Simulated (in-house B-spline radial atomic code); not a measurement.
**Tl⁷⁴⁺: excited configurations**

How much energy does it take to promote electrons of Tl⁷⁴⁺ to other shells? Each configuration is solved by itself and compared with the reference.

The numbers are computed with in-house B-spline radial atomic code version 1 (Dirac-Hartree-Fock, average of configuration, Fermi nucleus, basis-set limit), except any that are marked as measured or tabulated.

## 1. Starting point

| Quantity | Value |
| --- | --- |
| element | thallium (Z = 81) |
| charge | +74 |
| electrons | 7 |
| configuration | [He] 2s2 2p3 |
| Hamiltonian | Dirac-Coulomb |
| nucleus | Fermi, rms radius 5.476 fm |

Outer shells as boxes (Hund's rule):

[He] 2s2 2p3
```
[He] core
2s [↑↓]
2p [↑ ][↑ ][↑ ]
```

The boxes draw the filling by Hund's rule, which heavy ions in jj coupling don't follow; these runs average over all states of the configuration.

Settings of the run:

```ini
Z = 81
electrons = 7.0
configuration = [He] 2s2 2p3
hamiltonian = dirac
method = hf
spin_polarised = False
nucleus = fermi
rms_radius = 5.4759
mass_number = 205
atomic_mass = 204.974427318
speed_of_light = 137.035999084
```

This reference run was done before. Its total energy is -11329.985831 hartree, and its levels are (the highest eight at most):

| orbital | occupation | energy (eV) | <r> (bohr) |
| --- | --- | --- | --- |
| 1s1/2 | 2 | -94478.5 | 0.01627 |
| 2s1/2 | 2 | -22842.6 | 0.06617 |
| 2p1/2 | 1 | -22471.2 | 0.05410 |
| 2p3/2 | 2 | -20262.4 | 0.06223 |

## 2. Run with [He] 2s2 2p2 4s1

Settings of the run:

```ini
Z = 81
electrons = 7.0
configuration = [He] 2s2 2p2 4s1
hamiltonian = dirac
method = hf
spin_polarised = False
nucleus = fermi
rms_radius = 5.4759
mass_number = 205
atomic_mass = 204.974427318
speed_of_light = 137.035999084
```

## 3. [He] 2s1 2p3 6p1

Changes to the settings of step 2:

```diff
@@ -2,3 +2,3 @@
 electrons = 7.0
-configuration = [He] 2s2 2p2 4s1
+configuration = [He] 2s1 2p3 6p1
 hamiltonian = dirac
```

## 4. Configuration [He] 2s1 2p3 4f1

Changes to the settings of step 3:

```diff
@@ -2,3 +2,3 @@
 electrons = 7.0
-configuration = [He] 2s1 2p3 6p1
+configuration = [He] 2s1 2p3 4f1
 hamiltonian = dirac
```

## 5. Configuration [He] 2s1 2p3 4p1

Changes to the settings of step 4:

```diff
@@ -2,3 +2,3 @@
 electrons = 7.0
-configuration = [He] 2s1 2p3 4f1
+configuration = [He] 2s1 2p3 4p1
 hamiltonian = dirac
```

## 6. [He] 2s2 2p2 5f1

Changes to the settings of step 5:

```diff
@@ -2,3 +2,3 @@
 electrons = 7.0
-configuration = [He] 2s1 2p3 4p1
+configuration = [He] 2s2 2p2 5f1
 hamiltonian = dirac
```

How far above the reference does each configuration lie (order and size, in eV)?

As calculated:

| net move | configuration | energy above the reference (eV) | with Breit, QED, recoil (eV) | largest <r> (bohr) |
| --- | --- | --- | --- | --- |
| 2p → 4s | [He] 2s2 2p2 4s1 | 15703.2 | 15673.8 | 0.288 |
| 2s → 4p | [He] 2s1 2p3 4p1 | 17778.0 | 17724.0 | 0.293 |
| 2p → 5f | [He] 2s2 2p2 5f1 | 17908.2 | 17872.6 | 0.416 |
| 2s → 4f | [He] 2s1 2p3 4f1 | 18019.5 | 17961.7 | 0.238 |
| 2s → 6p | [He] 2s1 2p3 6p1 | 20626.8 | 20570.0 | 0.685 |

Quantum defects of the promoted electron, δ = n − ζ/√(−2ε) with ζ = 75 and ε its orbital energy in hartree:

| promotion | δ |
| --- | --- |
| 2p → 4s | 0.198 |
| 2s → 4p | 0.112 |
| 2p → 5f | 0.022 |
| 2s → 4f | 0.016 |
| 2s → 6p | 0.121 |

What this shows: The energies run from 15703.2 eV (2p → 4s) to 20626.8 eV (2s → 6p). Of those tabulated, the defect is largest for 4s (0.20) and least for 4f (0.02); at this charge much of the defect is relativistic. Two partly filled shells share a symmetry and can mix in the average, which may lower the energy, for: 2s → 4p; 2s → 6p. These are averages over configurations, without correlation, not spectroscopic levels.
